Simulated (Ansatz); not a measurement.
# Sn4As3: the cost of one run

Program: Ansatz 0.2.0. Level of theory: DFT, r2SCAN, no spin polarisation, plane waves, PAW. These are calculated values, not measurements.

### Step 1. The cell

It takes space group R-3m (No. 166, trigonal). Conventional cell: a = 4.073 Å, b = 4.073 Å, c = 35.907 Å, α = 90.00°, β = 90.00°, γ = 120.00°. As (site symmetry -3m) is surrounded by 6 Sn at 2.91 Å. Sn (site symmetry 3m) has 3 Sn at 2.91 Å and 3 As at 2.91 Å as nearest neighbours. Around Sn (site symmetry 3m) lie 6 As at 2.91 Å. Around As (site symmetry 3m) lie 6 Sn at 2.91 Å.

Its coordinates follow in the input file.

The first density is read from a saved solution for the starting cell.

### Step 2. The relaxation

input.yaml reads:

```yaml
crystal:
  lattice:
    - [12.19779909, 0.0, 0.0]
    - [11.51791392, 4.01546958, 0.0]
    - [11.51791392, 1.95018173, 3.5101037]
  atoms:
    - { symbol: As, position: [0.0, 0.0, 0.0] }
    - { symbol: Sn, position: [0.1429, 0.1429, 0.1429] }
    - { symbol: Sn, position: [0.8571, 0.8571, 0.8571] }
    - { symbol: Sn, position: [0.2857, 0.2857, 0.2857] }
    - { symbol: Sn, position: [0.7143, 0.7143, 0.7143] }
    - { symbol: As, position: [0.4286, 0.4286, 0.4286] }
    - { symbol: As, position: [0.5714, 0.5714, 0.5714] }
  symmetry: { tolerance: 0.0003 }
kpoints:
  mp_grid: { grid: [6, 6, 6], shift: [0, 0, 0] }
magnetization:
  spin_polarized: false
scf:
  occupations: { method: gaussian, width: 0.0188 }
  lower_state_search: "off"
hamiltonian:
  pseudopotentials: { kind: paw }
  xc: r2scan
basis:
  ecutwfc: 500
  fft_grid_basis: typed
relax:
  max_steps: 60
output:
  forces: true
  stress: true
  eigenvalues: true
  bader: true
  populations: true
  elf: true
  write_potential: true
  volumetric_format: npy
  dos:
    e_range: [-12, 8]
    de: 0.05
    projected: { site_lists: { As: [As], Sn: [Sn] } }
checkpoint:
  read: saved_state
```

Command:

```console
> ansatz run input.yaml --threads 2 --pin off --max-ram 3584MiB --backend cpu --events-out ev --progress --plain --runs-dir out
```

What time and memory should one allow on 2 threads of Arm Neoverse V1, shared host?

About 7 min, with a peak of 3 GiB.
